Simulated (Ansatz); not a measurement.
# CH4Ge + H2: a complex and its separated parts

Aim: how far the complex at one end of a reaction step lies below its separated, relaxed parts, level by level.

The runs use Ansatz 0.2.0, Gaussian basis; PBE0-D4/def2-TZVP structures, single points in def2-TZVPP, no counterpoise correction.

Levels: SPW92, PBE-D4, BLYP-D4, r2SCAN-D4, B97M-V, PBE0-D4, B3LYP-D4, r2SCAN0-D4, BHLYP-D4, CAM-B3LYP-D4, wB97X-V, wB97M-V, B2PLYP, PBE-QIDH, RPA on PBE, Hartree-Fock, MP2, CCSD, CCSD(T).

Cores are frozen in the correlated methods. Filled d shells of the heavier atoms are correlated. B3LYP uses VWN-RPA correlation. B2PLYP carries no dispersion term here.

94 further runs of the same task are left out: 94 set aside as unsound or not needed.

## (1) Starting geometry

The complex: 8 atoms, charge 0, spin multiplicity 1.

Atoms are counted from 1 here; the program's logs count them from 0.

Bond lengths: Ge1–C2 2.004 Å, Ge1–H5 1.596 Å, C2–H6 1.089 Å, C2–H7 1.091 Å, C2–H8 1.097 Å, H3–H4 0.776 Å. Angles: C2–Ge1–H5 95.7°, Ge1–C2–H6 115.5°, Ge1–C2–H7 111.3°, Ge1–C2–H8 104.8°, H6–C2–H7 110.0°, H6–C2–H8 107.4°, H7–C2–H8 107.3°.

As a file:

```xyz
8
CH6Ge
Ge   -0.80225    0.07521    0.96566
C     0.63535   -0.82560   -0.10135
H    -0.97654    1.40196   -0.68010
H    -1.64801    1.01431   -0.64370
H     0.02034    1.41433    1.24112
H     1.24015   -0.16731   -0.72378
H     0.22994   -1.63944   -0.70425
H     1.30112   -1.27355    0.64641
```

Its parts: CH4Ge holds atoms 1, 2, 5, 6, 7, 8; H2 holds atoms 3, 4. Each part counts its atoms afresh in its own runs.

## (2) Relaxing CH4Ge alone

Contents of relax-a/in.yaml:

```yaml
crystal:
  periodic: [false, false, false]
  atoms:
    - {symbol: Ge, position_ang: [-0.802248, 0.075214, 0.965655]}
    - {symbol: C, position_ang: [0.635351, -0.825602, -0.101349]}
    - {symbol: H, position_ang: [0.020336, 1.414331, 1.241119]}
    - {symbol: H, position_ang: [1.240148, -0.167315, -0.723781]}
    - {symbol: H, position_ang: [0.229941, -1.639444, -0.704254]}
    - {symbol: H, position_ang: [1.301122, -1.273554, 0.646415]}
basis:
  gaussian: {orbitals: def2-TZVP}
hamiltonian: {xc: pbe0, dispersion: d4}
relax: {f_tol: 0.005, max_steps: 200}
```

Started as:

```
$ ansatz run in.yaml --threads 2 --pin off --events-out ev --progress --plain --max-ram 4352MiB
```

Further steps of the session: Relaxing H2 alone; SPW92/def2-TZVPP; PBE-D4/def2-TZVPP; BLYP-D4/def2-TZVPP; r2SCAN-D4/def2-TZVPP; B97M-V/def2-TZVPP; PBE0-D4/def2-TZVPP; B3LYP-D4/def2-TZVPP; r2SCAN0-D4/def2-TZVPP; BHLYP-D4/def2-TZVPP; CAM-B3LYP-D4/def2-TZVPP; wB97X-V/def2-TZVPP; wB97M-V/def2-TZVPP; B2PLYP/def2-TZVPP; PBE-QIDH/def2-TZVPP; RPA on PBE/def2-TZVPP; CCSD(T)/def2-TZVPP; Vibrations of CH4Ge; Vibrations of H2.

Q: Predict the outcome of this session. Wanted: complex less parts, CCSD(T)/def2-TZVPP; with zero-point energy; largest T1 diagnostic.

**Answer**, as computed:

```
                              quantity           value
complex less parts, CCSD(T)/def2-TZVPP  -2.17 kcal/mol
                with zero-point energy  +1.23 kcal/mol
                 largest T1 diagnostic           0.011
```

At CCSD(T) the complex lies 2.17 kcal/mol below its parts. The functionals run from BHLYP-D4, off by -0.06 kcal/mol, to SPW92, off by -9.14 kcal/mol, against CCSD(T). By rung, the mean size of the error is: LDA 9.14, GGA 1.85, meta-GGA 1.60, hybrid 1.39, range-separated hybrid 0.75, double hybrid 0.92 kcal/mol. PBE-D4 gives a relative energy 3.21 kcal/mol too low, an error of 148 % of the reference. No counterpoise was applied, and triple zeta lacks some correlation, so the CCSD(T) reference has a basis error of its own, and close matches with it are partly luck. The restricted Hartree–Fock reference is unstable towards an unrestricted one at one or more of these structures.
